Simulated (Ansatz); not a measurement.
# LuSi2: energy and pressure over a range of volumes

An exercise on one series of results from a longer session: the logs are not shown, and one member is left open.

Program: Ansatz 0.2.0. Level of theory: DFT PBEsol, scalar-relativistic. These are calculated values, not measurements.

## The structure to begin with

The structure is hexagonal, space group P6/mmm (No. 191). The conventional cell has a = 3.750 Å, b = 3.750 Å, c = 4.050 Å, α = 90.00°, β = 90.00°, γ = 120.00°. Lu (site symmetry 6/mmm) is surrounded by 12 Si at 2.96 Å. Si (site symmetry -6m2) is surrounded by 3 Si at 2.17 Å and 6 Lu at 2.96 Å.

As a file:

```
Lu Si
1.0
     3.75000    0.00000    0.00000
    -1.87500    3.24760    0.00000
     0.00000    0.00000    4.05000
Lu Si
1 2
Direct
  0.00000 0.00000 0.00000
  0.33333 0.66667 0.50000
  0.66667 0.33333 0.50000
```

The cell comes from a crystallographic database entry that wasn't checked; take it as a given geometry, which may be far from equilibrium.

Atoms are numbered in the order of the input: Lu1, Si2, Si3.

Set-up of the first run:

Input file input.yaml:

```yaml
crystal:
  lattice:
    - [3.6734499165, 0.0, 0.0]
    - [-1.8367249582, 3.1813009472, 0.0]
    - [0.0, 0.0, 3.9673237403]
  atoms:
    - { symbol: Lu, position: [0.0, 0.0, 0.0] }
    - { symbol: Si, position: [0.3333333333, 0.6666666667, 0.5] }
    - { symbol: Si, position: [0.6666666667, 0.3333333333, 0.5] }
kpoints:
  mp_grid: { grid: [13, 13, 10] }
  band_path:
    path:
      - [0.0, 0.0, 0.0]
      - [0.5, 0.0, 0.0]
      - [0.3333333333, 0.3333333333, 0.0]
      - [0.0, 0.0, 0.0]
      - [0.0, 0.0, 0.5]
      - [0.5, 0.0, 0.5]
      - [0.3333333333, 0.3333333333, 0.5]
      - [0.0, 0.0, 0.5]
      - [0.5, 0.0, 0.5]
    npoints: 5
scf:
  occupations: { method: fermi_dirac, width: 0.05 }
hamiltonian:
  xc: pbesol
  pseudopotentials: { kind: all_electron, lapw: { basis_error: 0.0005 } }
output:
  forces: true
  stress: true
  eigenvalues: true
```

The run is started by

```bash
> ansatz run input.yaml --threads 1 --pin off --max-ram 4096MiB --backend cpu --events-out ev --progress --plain --runs-dir out
```

Among the steps run: Volume × 0.94, LAPW; Volume × 0.94, PAW; Volume × 0.94, crystal datasets; Volume × 0.98, LAPW; Volume × 0.98, PAW; Volume × 0.98, crystal datasets; Volume × 1.01, LAPW; Volume × 1.01, PAW; Volume × 1.01, crystal datasets; Volume × 1.04, LAPW; Volume × 1.04, PAW; Volume × 1.04, crystal datasets.

One table of the session follows, with a row left open; its other results are not shown here.

| method | volume (Å³/atom) | pressure (GPa) |
| --- | --- | --- |
| LAPW | 15.455 | 24.02 |
| LAPW | 16.112 | 16.43 |
| LAPW | 16.441 | 13.15 |
| LAPW | 16.605 | 11.63 |
| LAPW | 17.099 | 7.49 |
| PAW | 15.455 | 24.12 |
| PAW | 16.112 | 16.51 |
| PAW | 16.441 | 13.22 |
| PAW | 16.605 | 11.70 |
| PAW | 17.099 | ? |
| crystal datasets | 15.455 | 24.01 |
| crystal datasets | 16.112 | 16.42 |
| crystal datasets | 16.441 | 13.15 |
| crystal datasets | 16.605 | 11.63 |
| crystal datasets | 17.099 | 7.49 |

Estimate the missing values for PAW, 17.099.

As computed: pressure (GPa): 7.54. In the column «pressure (GPa)» it lies between crystal datasets, 17.099 (7.49) and LAPW, 16.605 (11.63).

To keep in mind: Warnings in the runs' records: gradients without spin orbit, crystal datasets made.
